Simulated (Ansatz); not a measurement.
What does this script print? It uses Ansatz's Python interface.

The script, `energy_ch6asbos.py`:
```python
# -*- coding: utf-8 -*-
'''Single point of CH6AsBOS in a Gaussian basis.'''

from pathlib import Path

import ansatz as az
from ase import Atoms
import numpy as np


def main():
    atoms = Atoms(['C', 'S', 'B', 'O', 'As', 'H', 'H', 'H', 'H', 'H', 'H'], positions=[
        (1.7972, 0.8043, 0.0803),
        (0.6656, 0.0363, 1.2807),
        (-0.4862, -0.6584, -0.0429),
        (-0.2509, -1.9927, -0.586),
        (-2.0499, 0.4577, -0.7297),
        (1.2573, 1.5605, -0.5277),
        (2.6171, 1.3095, 0.6306),
        (2.2373, 0.0304, -0.5835),
        (-0.7736, -2.5958, 0.0004),
        (-1.9288, 1.4814, 0.4462),
        (-3.0851, -0.4333, 0.0315),
    ])
    geometry = az.Crystal.molecule_from_ase(atoms)

    base = (
        geometry.calculation()
        .basis(gaussian='6-31G*')
        .correlation('MP2')
        .scf(lower_state_search='standard')
        .forces()
        .orbitals()
    )
    outcome = base.run(threads=1, runs_dir='runs')
    report = outcome.report

    print(f'E = {report["free_energy_ev"]:.6f} eV = {report["free_energy_ev"] / 27.211386246:.7f} Ha')
    print('converged:', report['converged'], ' doubts:', report['published_state_doubts'] or 'none')

    parts = report['correlation']
    for name in ('random_phase', 'coupled_cluster', 'perturbative'):
        if name in parts:
            print(f'{name:16s} {parts[name]["energy"]["hartree"]:12.7f} Ha')
    if 'second_order' in parts:
        pair = parts['second_order']
        print(f'MP2 same spin {pair["same_spin"]["hartree"]:.7f} Ha, opposite spin {pair["opposite_spin"]["hartree"]:.7f} Ha')

    symbols = [site.symbol for site in geometry.cartesian_sites]
    print('forces (eV/A)')
    for symbol, f in zip(symbols, report['forces_ev_ang']):
        print(f'  {symbol:2s} {f[0]:9.4f} {f[1]:9.4f} {f[2]:9.4f}')

    charges = report['charge_distribution']
    dipole = np.array(charges['dipole_moment_e_ang']) * 4.803205
    print('dipole (D): {:.3f} {:.3f} {:.3f}, length {:.3f}'.format(*dipole, np.linalg.norm(dipole)))
    print('atom  Mulliken   Lowdin')
    for symbol, m, l in zip(symbols, charges['mulliken_charges_e'], charges['lowdin_charges_e']):
        print(f'{symbol:4s} {m:9.3f} {l:8.3f}')

    lines = Path(report['orbitals_path']).read_text().splitlines()
    field_of = lambda key: [line.split('=')[1].strip() for line in lines if line.startswith(key)]
    orbitals = [(27.211386 * float(e), s, float(n)) for e, s, n in zip(field_of('Ene='), field_of('Spin='), field_of('Occup='))]
    homo = max(e for e, _, n in orbitals if n > 0.5)
    lumo = min(e for e, _, n in orbitals if n < 0.5)
    for e, spin, n in sorted(orbitals):
        if homo - 6 < e < lumo + 5:
            print(f'{spin:6s} {e:10.3f} eV  occupation {n:.0f}')


if __name__ == '__main__':
    main()
```

`python energy_ch6asbos.py` gives:
```text
E = -75460.294609 eV = -2773.1146780 Ha
converged: True  doubts: none
MP2 same spin -0.2116288 Ha, opposite spin -0.5632448 Ha
forces (eV/A)
  C     0.3953    0.1812   -0.6937
  S    -0.2849   -0.3247   -0.2081
  B     0.7810   -1.8113   -0.1551
  O    -1.0379    1.8994    1.3883
  As   -0.3539    0.2541    0.7883
  H     0.4253   -0.3583    0.2769
  H    -0.5185   -0.3090   -0.2258
  H    -0.1805    0.5365    0.3355
  H     0.5259    0.1024   -0.5131
  H    -0.1900   -0.4651   -0.6158
  H     0.4382    0.2947   -0.3775
dipole (D): -0.180 -0.381 0.347, length 0.545
atom  Mulliken   Lowdin
C       -0.629   -0.444
S       -0.042    0.178
B        0.334   -0.351
O       -0.646   -0.232
As      -0.162   -0.015
H        0.192    0.136
H        0.209    0.145
H        0.203    0.140
H        0.442    0.353
H        0.054    0.042
H        0.045    0.049
Alpha     -14.102 eV  occupation 2
Alpha     -13.315 eV  occupation 2
Alpha     -12.806 eV  occupation 2
Alpha     -11.339 eV  occupation 2
Alpha     -10.216 eV  occupation 2
Alpha      -9.029 eV  occupation 2
Alpha       2.044 eV  occupation 0
Alpha       3.881 eV  occupation 0
Alpha       4.155 eV  occupation 0
Alpha       5.049 eV  occupation 0
Alpha       5.546 eV  occupation 0
Alpha       6.396 eV  occupation 0
```

Notes:
- These settings explore the input space; basis and method may be short of convergence.
- The geometry is a force-field or estimated start, not a minimum of this method, and the basis set is short of its limit.
- The Löwdin charges here are taken after orthogonalising the functions within each atom; they differ from plain Löwdin charges, and their signs can be unphysical.
- Alpha marks a spatial orbital of a restricted run, filled by both spins.
- Levels such as HOMO and LUMO are orbital energies: in Hartree-Fock the gap is too wide and the LUMO hangs on the basis.
- Hardware and time: 8.6 s on 1 thread of Arm Neoverse V1 (shared host), peak memory 0.35 GiB.

(A comment or docstring line of the script was reworded after the run, the code is as it ran; lines on the test bed's own set-up are left out of the output.)
